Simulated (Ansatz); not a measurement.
Input of an Ansatz 0.2.0 run:

File input.yaml:

```yaml
crystal:
  lattice:
    - [6.80067, -1.92163, -0.02621]
    - [6.80067, 1.92163, -0.02621]
    - [-1.72225, 0.0, 10.37288]
  atoms:
    - { symbol: Ta, position: [0.29832, 0.29832, 0.63042] }
    - { symbol: Ta, position: [0.35838, 0.35838, 0.00386] }
    - { symbol: Ta, position: [0.64153, 0.64153, 0.99841] }
    - { symbol: As, position: [0.7021, 0.7021, 0.36249] }
    - { symbol: Au, position: [0.60176, 0.60176, 0.63181] }
    - { symbol: Au, position: [0.39989, 0.39989, 0.36577] }
    - { symbol: O, position: [0.34257, 0.34257, 0.80557] }
    - { symbol: O, position: [0.41638, 0.41638, 0.55635] }
    - { symbol: O, position: [0.78159, 0.78159, 0.59389] }
    - { symbol: O, position: [0.65958, 0.65958, 0.20071] }
    - { symbol: O, position: [0.59095, 0.59095, 0.43486] }
    - { symbol: O, position: [0.21897, 0.21897, 0.41156] }
    - { symbol: O, position: [0.61546, 0.61546, 0.82214] }
    - { symbol: O, position: [0.144, 0.144, 0.64097] }
    - { symbol: O, position: [0.383, 0.383, 0.17947] }
    - { symbol: O, position: [0.84498, 0.84498, 0.35825] }
    - { symbol: O, position: [0.5005, 0.5005, 0.00258] }
    - { symbol: O, position: [0.81269, 0.81269, 0.99232] }
    - { symbol: O, position: [0.18737, 0.18737, 0.00856] }
hamiltonian:
  xc: pbesol
  pseudopotentials: { kind: paw }
kpoints:
  mp_grid: { grid: [7, 7, 3] }
  band_path:
    path:
      - [[0.0, 0.0, 0.0], [0.5, 0.5, -1.0], [0.2224387289, 0.2224387289, -1.2985169941], [0.5, 0.5, -0.5], [0.7339149697, 0.2660850303, -0.5]]
      - [[0.2660850303, -0.2660850303, 0.5], [0.0, 0.0, 0.5], [0.7775612711, 0.7775612711, 0.2985169941]]
      - [[0.5, 0.5, -1.0], [0.7040032292, 0.2959967708, -1.0]]
      - [[0.2959967708, -0.2959967708, 0.0], [0.0, 0.0, 0.0], [0.5, 0.0, -0.5]]
      - [[0.5, 0.0, 0.0], [0.0, 0.0, 0.0]]
    npoints: 10
scf:
  occupations: { method: fermi_dirac, width: 0.05 }
  n_extra_bands: 47
output:
  forces: true
  stress: true
  eigenvalues: true
  fatbands: false
```

Potentials or basis: Ansatz PAW.

Run with:

```console
$ ansatz run input.yaml --threads 8 --pin off --max-ram 20480MiB --backend cpu --events-out ev --progress --plain --runs-dir out
```

Task: Estimate the band gap on the k mesh.

Result: None (metal or under the smearing width).

Task: Predict the pressure.

Result: -5.3 GPa.

Task: Estimate the largest force.

Result: 0.291 eV/Å.

Levels at the corners of the path, in eV from the Fermi level:
| point | band 81 | band 82 | band 83 | band 84 | band 85 | band 86 | band 87 | band 88 | band 89 | band 90 |
| --- | --- | --- | --- | --- | --- | --- | --- | --- | --- | --- |
| Γ | -1.09 | -0.82 | -0.72 | -0.52 | -0.34 | -0.24 | 0.60 | 1.52 | 3.03 | 3.15 |
| Y | -1.16 | -1.00 | -0.79 | -0.51 | -0.49 | 0.53 | 0.58 | 1.67 | 2.97 | 3.16 |
| F | -1.11 | -0.94 | -0.76 | -0.48 | -0.39 | 0.13 | 0.68 | 1.62 | 2.93 | 3.20 |
| L | -1.16 | -0.91 | -0.79 | -0.52 | -0.49 | 0.55 | 0.71 | 1.71 | 2.89 | 3.18 |
| I | -1.02 | -0.78 | -0.60 | -0.24 | -0.07 | 1.61 | 1.96 | 2.39 | 2.96 | 3.16 |
| I1 | -1.02 | -0.78 | -0.60 | -0.24 | -0.07 | 1.61 | 1.96 | 2.39 | 2.96 | 3.16 |
| Z | -1.01 | -0.90 | -0.73 | -0.43 | -0.34 | -0.13 | 0.66 | 1.60 | 2.94 | 3.27 |
| F1 | -1.11 | -0.94 | -0.76 | -0.48 | -0.39 | 0.13 | 0.68 | 1.62 | 2.93 | 3.20 |
| Y | -1.16 | -1.00 | -0.79 | -0.51 | -0.49 | 0.53 | 0.58 | 1.67 | 2.97 | 3.16 |
| X1 | -1.00 | -0.86 | -0.76 | -0.30 | -0.08 | 1.50 | 1.64 | 2.38 | 2.65 | 3.22 |
| X | -1.00 | -0.86 | -0.76 | -0.30 | -0.08 | 1.50 | 1.64 | 2.38 | 2.65 | 3.22 |
| Γ | -1.09 | -0.82 | -0.72 | -0.52 | -0.34 | -0.24 | 0.60 | 1.52 | 3.03 | 3.15 |
| N | -1.06 | -0.76 | -0.58 | -0.22 | -0.08 | 1.61 | 1.97 | 2.29 | 3.00 | 3.19 |
| M | -1.01 | -0.80 | -0.72 | -0.24 | -0.09 | 1.52 | 1.70 | 2.29 | 2.91 | 3.34 |
| Γ | -1.09 | -0.82 | -0.72 | -0.52 | -0.34 | -0.24 | 0.60 | 1.52 | 3.03 | 3.15 |

Caveat: the pressure holds a Pulay correction of +0.6 GPa for the finite cutoff; spin-orbit coupling is left out, which moves the levels of the heavy elements; the PAW data sets come from PBE, with cores solved anew for the run's functional, which leaves a small shift of forces and pressure.
